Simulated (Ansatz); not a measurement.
# C₂H₅AlFNS: up Jacob's ladder to CCSD(T)

The task here is to estimate one member of a computed series from the others.

Program: Ansatz 0.2.0, Gaussian basis. Level of theory: functionals in def2-TZVPP, the program's frozen cores in correlated methods. These are calculated values, not measurements.

The runs, in order: LDA (SPW92), PBE-D4, revPBE-D4, BLYP-D4, r2SCAN-D4, B97M-V, PBE0-D4, B3LYP-D4, r2SCANh-D4, r2SCAN0-D4, HSE06-D4, BHLYP-D4, CAM-B3LYP-D4, LC-ωPBE, ωB97X-V, ωB97M-V, B2PLYP, PBE-QIDH; CCSD(T)/def2-SVP; CCSD(T)/def2-TZVPP; MP2/def2-QZVPP; extrapolation to the limit; RPA on PBE.

## The geometry

The geometry comes from an earlier relaxation with PBE0-D4 in a triple-zeta def2 set; it is a stationary point, not always the lowest conformer.

SMILES `CS[C]1(F)[NH][AlH]1`, 11 atoms, charge 0, spin multiplicity 1.

Atoms are counted from 1 here; the program's logs count them from 0.

Bond lengths: C1–S2 1.804 Å, C1–H7 1.090 Å, C1–H8 1.092 Å, C1–H9 1.090 Å, S2–C3 1.778 Å, C3–F4 1.397 Å, C3–N5 1.446 Å, C3–Al6 1.926 Å, N5–Al6 1.736 Å, N5–H10 1.009 Å, Al6–H11 1.568 Å. Angles: S2–C1–H7 110.6°, S2–C1–H8 111.4°, S2–C1–H9 106.9°, H7–C1–H8 110.3°, H7–C1–H9 109.0°, H8–C1–H9 108.5°, C1–S2–C3 101.4°, S2–C3–F4 109.5°, S2–C3–N5 119.7°, S2–C3–Al6 123.8°, F4–C3–N5 111.2°, F4–C3–Al6 122.7°, N5–C3–Al6 60.0°, C3–N5–Al6 73.9°, C3–N5–H10 121.1°, Al6–N5–H10 164.6°, C3–Al6–N5 46.1°, C3–Al6–H11 168.0° and more.

The first run:

in.yaml

```yaml
crystal:
  periodic: [false, false, false]
  atoms:
    - {symbol: C, position_ang: [-1.677997, 0.454863, -0.932167]}
    - {symbol: S, position_ang: [-1.137944, 0.473636, 0.788595]}
    - {symbol: C, position_ang: [0.324502, -0.534045, 0.708801]}
    - {symbol: F, position_ang: [-0.033371, -1.853068, 0.418007]}
    - {symbol: N, position_ang: [1.446664, -0.106279, -0.095940]}
    - {symbol: Al, position_ang: [1.993233, -0.069075, 1.550945]}
    - {symbol: H, position_ang: [-1.870559, -0.565679, -1.262441]}
    - {symbol: H, position_ang: [-0.944754, 0.932481, -1.585062]}
    - {symbol: H, position_ang: [-2.606150, 1.025108, -0.979389]}
    - {symbol: H, position_ang: [1.359337, 0.005806, -1.095018]}
    - {symbol: H, position_ang: [3.212540, 0.179151, 2.504270]}
basis:
  gaussian: {orbitals: def2-TZVPP}
hamiltonian: {xc: lda}
output: {orbitals: {seedname: orbitals}}
```

Started as:

```sh
$ ansatz run in.yaml --threads 4 --pin off --events-out ev --progress --plain --max-ram 10444MiB
```

Steps of the session up to this table: LDA; PBE-D4 (GGA); revPBE-D4 (GGA); BLYP-D4 (GGA); r2SCAN-D4 (meta-GGA); B97M-V (meta-GGA); PBE0-D4 (hybrid); B3LYP-D4 (hybrid); r2SCANh-D4 (hybrid); r2SCAN0-D4 (hybrid); HSE06-D4 (hybrid); BHLYP-D4 (hybrid); CAM-B3LYP-D4 (range-separated); LC-ωPBE (range-separated); ωB97X-V (range-separated); ωB97M-V (range-separated); B2PLYP (double hybrid); PBE-QIDH (double hybrid).

One table of the session follows, with a row left open; its other results are not shown here.

It belongs to the step «Frontier levels by functional». 

```
  functional  HOMO (eV)  gap (eV)
 LDA (SPW92)      -5.19      3.06
      PBE-D4          ?         ?
   revPBE-D4      -5.00      3.21
     BLYP-D4      -4.91      3.12
   r2SCAN-D4      -5.28      3.69
      B97M-V      -5.38      3.60
     PBE0-D4      -6.26      5.10
    B3LYP-D4      -6.03      4.67
  r2SCANh-D4      -5.73      4.39
  r2SCAN0-D4      -6.41      5.44
    HSE06-D4      -5.86      4.34
    BHLYP-D4      -7.35      6.93
CAM-B3LYP-D4      -7.59      7.35
     LC-ωPBE      -8.96      9.81
     ωB97X-V      -8.61      9.34
     ωB97M-V      -8.47      8.92
```

Q: Estimate the row for PBE-D4 from the others.

The run gave: HOMO (eV): -5.05; gap (eV): 3.16. In the column «HOMO (eV)» it lies between LDA (SPW92) (-5.19) and revPBE-D4 (-5.00).
